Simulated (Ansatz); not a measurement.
**CH3FO (SMILES OCF) at PBE/STO-3G**

What is the electronic atomisation energy of CH3FO at PBE/STO-3G? 

Program for the calculation: Ansatz 0.2.0.

68 further runs of the same task are left out: 2 that didn't finish, 66 set aside as unsound or not needed.

**1. The molecule**

CH3FO: 6 atoms, total charge 0, spin state singlet. As SMILES, `OCF`. Geometry: relaxed at PBE0-D4/def2-TZVP. This is one conformer, not always the lowest.

Bond lengths: O1–C2 1.370 Å, C2–F3 1.381 Å, O1–H4 0.962 Å, C2–H5 1.096 Å, C2–H6 1.091 Å. Angles: O1–C2–F3 111.1°, O1–C2–H5 112.9°, O1–C2–H6 107.4°, F3–C2–H5 106.3°, F3–C2–H6 107.8°, C2–O1–H4 109.3°, H5–C2–H6 111.3°.

**2. The energy at PBE/STO-3G**

Contents of molecule.yaml:

```yaml
crystal:
  periodic: [false, false, false]
  atoms:
    - {symbol: O, position_ang: [-0.794000, -0.697200, -0.247400]}
    - {symbol: C, position_ang: [0.250200, 0.049000, 0.230800]}
    - {symbol: F, position_ang: [-0.094100, 1.383200, 0.323800]}
    - {symbol: H, position_ang: [-0.928700, -0.495100, -1.178000]}
    - {symbol: H, position_ang: [1.136800, 0.004900, -0.412500]}
    - {symbol: H, position_ang: [0.472100, -0.308800, 1.237300]}
basis:
  gaussian: {orbitals: STO-3G}
total_charge: 0
hamiltonian: {xc: pbe}
accuracy: high
```

The run is started by

```sh
$ ansatz run molecule.yaml --threads 1 --pin off --max-ram 2610MiB --events-out events.jsonl --progress --plain --runs-dir runs
```

The program printed:

```text
Warning: RAYON_NUM_THREADS=1 ignored (pool sized by the plan → 1); use --threads N
Functional definition: PBE
  name "PBE"
  parameter kappa = 0.804
  parameter beta = 0.06672455060314922
  exchange = pbe_x(kappa = kappa, mu = beta*pi^2/3)
  correlation = pbe_c(beta = beta)
322 factors; integrals over basis functions are off by at most 3.3e-8 eV
mean field evaluation 1: about -5760.4391 eV, gradient 1.7e1 eV
mean field evaluation 2: about -5759.9129 eV, gradient 2.3e1 eV
mean field evaluation 4: about -5761.3229 eV, gradient 6.1e-1 eV
mean field evaluation 8: about -5761.2662 eV, gradient 6.4e-3 eV
mean field evaluation 16: about -5761.2662 eV, gradient 1.6e-7 eV
mean field -5761.26619927 eV, -211.7226276968 hartree, gradient 1.8e-8 eV, S^2 0.000000; 0 other end points of the search recorded, 0 dependent functions left out
reference -5761.26620093 eV, -211.7226277578 hartree; 13, 13 occupied and 5, 5 virtual orbitals, 322 factors
Total energy: -5761.26620093 eV, -211.7226277578 hartree
```

Run time: 1.1 s. Hardware: 1 thread of Arm Neoverse V1, shared host; peak memory 0.091 GiB.

**3. The C atom, same level**

Contents of job.yaml:

```yaml
basis:
  gaussian:
    orbitals: STO-3G
crystal:
  periodic: [false, false, false]
  atoms:
    - {symbol: C, position_ang: [0.000000, 0.000000, 0.000000]}
magnetization:
  spin_polarized: true
  initial_magnetization: 2
hamiltonian:
  xc: {name: PBE}
accuracy: high
```

The run is started by

```sh
$ ansatz run job.yaml --threads 1 --pin off --max-ram 2610MiB --events-out events.jsonl --progress --plain --runs-dir runs
```

The program printed (excerpt; [...] marks lines left out):

```text
Warning: RAYON_NUM_THREADS=1 ignored (pool sized by the plan → 1); use --threads N
[... 6 set-up lines as earlier in the session ...]
15 factors; integrals over basis functions are off by at most 9.8e-10 eV
mean field evaluation 1: about -1014.6260 eV, gradient 1.7e-12 eV
mean field evaluation 2: about -1014.6263 eV, gradient 7.8e-12 eV
mean field evaluation 4: about -1014.6261 eV, gradient 0.0e0 eV
mean field evaluation 8: about -1014.6262 eV, gradient 9.5e-2 eV
mean field evaluation 16: about -1014.6260 eV, gradient 8.4e-8 eV
mean field -1014.62632258 eV, -37.2868296162 hartree, gradient 1.5e-23 eV, S^2 2.000000; 5 other end points of the search recorded, 0 dependent functions left out
reference -1014.62632341 eV, -37.2868296468 hartree; 4, 2 occupied and 1, 3 virtual orbitals, 15 factors
Total energy: -1014.62632341 eV, -37.2868296468 hartree
```

Run time: 0.36 s. Hardware: 1 thread of Arm Neoverse V1, shared host.

**4. The F atom**

Contents of input.yaml:

```yaml
basis:
  gaussian:
    orbitals: STO-3G
crystal:
  periodic: [false, false, false]
  atoms:
    - {symbol: F, position_ang: [0.000000, 0.000000, 0.000000]}
magnetization:
  spin_polarized: true
  initial_magnetization: 1
hamiltonian:
  xc: {name: PBE}
accuracy: high
```

The run is started by

```sh
$ ansatz run input.yaml --threads 1 --pin off --max-ram 2610MiB --events-out events.jsonl --progress --plain --runs-dir runs
```

The program printed (excerpt; [...] marks lines left out):

```text
Warning: RAYON_NUM_THREADS=1 ignored (pool sized by the plan → 1); use --threads N
[... 6 set-up lines as earlier in the session ...]
15 factors; integrals over basis functions are off by at most 1.2e-9 eV
mean field evaluation 1: about -2671.3014 eV, gradient 5.5e-12 eV
mean field evaluation 2: about -2671.3023 eV, gradient 3.7e-11 eV
mean field evaluation 4: about -2671.3022 eV, gradient 0.0e0 eV
mean field evaluation 8: about -2671.3022 eV, gradient 2.7e-2 eV
mean field evaluation 16: about -2671.3022 eV, gradient 2.3e-12 eV
mean field -2671.30230684 eV, -98.1685491027 hartree, gradient 1.4e-23 eV, S^2 0.750000; 5 other end points of the search recorded, 0 dependent functions left out
reference -2671.30230714 eV, -98.1685491137 hartree; 5, 4 occupied and 0, 1 virtual orbitals, 15 factors
Total energy: -2671.30230714 eV, -98.1685491137 hartree
```

It took 0.42 s on 1 thread of Arm Neoverse V1, shared host.

**5. The H atom**

Contents of input.yaml:

```yaml
crystal:
  periodic: [false, false, false]
  atoms:
    - symbol: H
      position_ang: [0.000000, 0.000000, 0.000000]
basis:
  gaussian:
    orbitals: STO-3G
magnetization:
  spin_polarized: true
  initial_magnetization: 1
hamiltonian:
  xc: pbe
accuracy: high
```

Run the same way, it converges to -0.46438 Eh (log not shown).

**6. The O atom at the same level**

Contents of run.yaml:

```yaml
crystal:
  periodic: [false, false, false]
  atoms:
    - {symbol: O, position_ang: [0.000000, 0.000000, 0.000000]}
basis:
  gaussian:
    orbitals: STO-3G
magnetization:
  spin_polarized: true
  initial_magnetization: 2
hamiltonian:
  xc: {name: PBE}
accuracy: high
```

The run is started by

```sh
$ ansatz run run.yaml --threads 1 --pin off --max-ram 2610MiB --events-out events.jsonl --progress --plain --runs-dir runs
```

The program printed (excerpt; [...] marks lines left out):

```text
Warning: RAYON_NUM_THREADS=1 ignored (pool sized by the plan → 1); use --threads N
[... 6 set-up lines as earlier in the session ...]
15 factors; integrals over basis functions are off by at most 1.1e-9 eV
mean field evaluation 1: about -2012.2475 eV, gradient 3.6e-12 eV
mean field evaluation 2: about -2012.2484 eV, gradient 1.5e-11 eV
mean field evaluation 4: about -2012.2472 eV, gradient 0.0e0 eV
mean field evaluation 8: about -2012.2481 eV, gradient 2.6e-2 eV
mean field evaluation 16: about -2012.2484 eV, gradient 1.4e-10 eV
mean field -2012.24843053 eV, -73.9487658709 hartree, gradient 5.6e-24 eV, S^2 2.000000; 6 other end points of the search recorded, 0 dependent functions left out
reference -2012.24843101 eV, -73.9487658885 hartree; 5, 3 occupied and 0, 2 virtual orbitals, 15 factors
Total energy: -2012.24843101 eV, -73.9487658885 hartree
```

It took 0.44 s on 1 thread of Arm Neoverse V1, shared host.

**7. What came out**

At PBE/STO-3G:

| quantity | value |
| --- | --- |
| molecule: total energy | -211.72263 Eh |
| C atom: total energy | -37.28683 Eh |
| C atom: ⟨S²⟩ | 2.000 |
| F atom: total energy | -98.16855 Eh |
| F atom: ⟨S²⟩ | 0.750 |
| H atom: total energy | -0.46438 Eh |
| H atom: ⟨S²⟩ | 0.750 |
| O atom: total energy | -73.94877 Eh |
| O atom: ⟨S²⟩ | 2.000 |
| electronic atomisation energy | 25.180 eV |

What this shows: Taking the molecule apart into free atoms costs 25.18 eV (2430 kJ/mol), before zero-point energy and without spin-orbit coupling. In a minimal basis such a difference can be off by several eV, whatever the method.
